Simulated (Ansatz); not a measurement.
**CH₄F₂O₂Si: basis-set convergence**

How large a basis does CH₄F₂O₂Si need? Two functionals are run in growing sets.

Program: Ansatz 0.2.0, Gaussian basis. Level of theory: one geometry, several basis sets. These are calculated values, not measurements.

Levels to be run: PBE0-D4/def2-SVP; ωB97M-V/def2-SVP; PBE0-D4/def2-QZVPP; ωB97M-V/def2-QZVPP; the functionals' def2-TZVPP values are taken from earlier runs.

**1. The geometry**

The geometry comes from an earlier relaxation with PBE0-D4 in a triple-zeta def2 set; it is a stationary point, not always the lowest conformer.

SMILES `CO[Si](O)(F)F`, 10 atoms, charge 0, spin multiplicity 1.

Atoms are counted from 1 here; the program's logs count them from 0.

Bond lengths: C1–O2 1.416 Å, C1–H7 1.090 Å, C1–H8 1.094 Å, C1–H9 1.093 Å, O2–Si3 1.609 Å, Si3–O4 1.610 Å, Si3–F5 1.583 Å, Si3–F6 1.576 Å, O4–H10 0.958 Å. Angles: O2–C1–H7 107.9°, O2–C1–H8 111.2°, O2–C1–H9 110.8°, H7–C1–H8 108.9°, H7–C1–H9 108.8°, H8–C1–H9 109.1°, C1–O2–Si3 126.0°, O2–Si3–O4 110.4°, O2–Si3–F5 109.4°, O2–Si3–F6 112.3°, O4–Si3–F5 112.0°, O4–Si3–F6 107.3°, F5–Si3–F6 105.4°, Si3–O4–H10 118.5°.

**2. PBE0-D4 in def2-SVP**

in.yaml

```yaml
crystal:
  periodic: [false, false, false]
  atoms:
    - {symbol: C, position_ang: [-0.498103, -1.207631, 0.972187]}
    - {symbol: O, position_ang: [0.459603, -0.388882, 0.326803]}
    - {symbol: Si, position_ang: [0.143359, 0.911842, -0.565988]}
    - {symbol: O, position_ang: [1.489688, 1.456325, -1.260073]}
    - {symbol: F, position_ang: [-0.972106, 0.558318, -1.632242]}
    - {symbol: F, position_ang: [-0.454132, 2.093083, 0.289545]}
    - {symbol: H, position_ang: [0.017663, -2.088693, 1.354240]}
    - {symbol: H, position_ang: [-1.278813, -1.527732, 0.276567]}
    - {symbol: H, position_ang: [-0.959402, -0.677613, 1.809788]}
    - {symbol: H, position_ang: [2.135341, 0.819685, -1.567825]}
basis:
  gaussian: {orbitals: def2-SVP}
hamiltonian: {xc: pbe0, dispersion: d4}
output: {orbitals: {seedname: orbitals}}
```

The run is started by

```bash
$ ansatz run in.yaml --threads 4 --pin off --events-out ev --progress --plain --max-ram 10444MiB
```

Further steps of the session: ωB97M-V in def2-SVP; PBE0-D4 in def2-QZVPP; ωB97M-V in def2-QZVPP.

Q: Predict the results of all the runs planned. Wanted: PBE0-D4: double and triple zeta above quadruple; ωB97M-V: double and triple zeta above quadruple.

**Answer**, as computed:

| quantity | value |
| --- | --- |
| PBE0-D4: double and triple zeta above quadruple | 17.49, 0.91 eV |
| ωB97M-V: double and triple zeta above quadruple | 17.72, 0.85 eV |

What this shows: PBE0-D4 gains 16.58 eV from double to triple zeta, then 0.91 eV more. Total energies overstate the basis error of differences, where much of it tends to cancel. The LUMO of ωB97M-V is positive and keeps falling with the basis (2.83 to 1.47 eV): an unbound level that the basis holds in place.
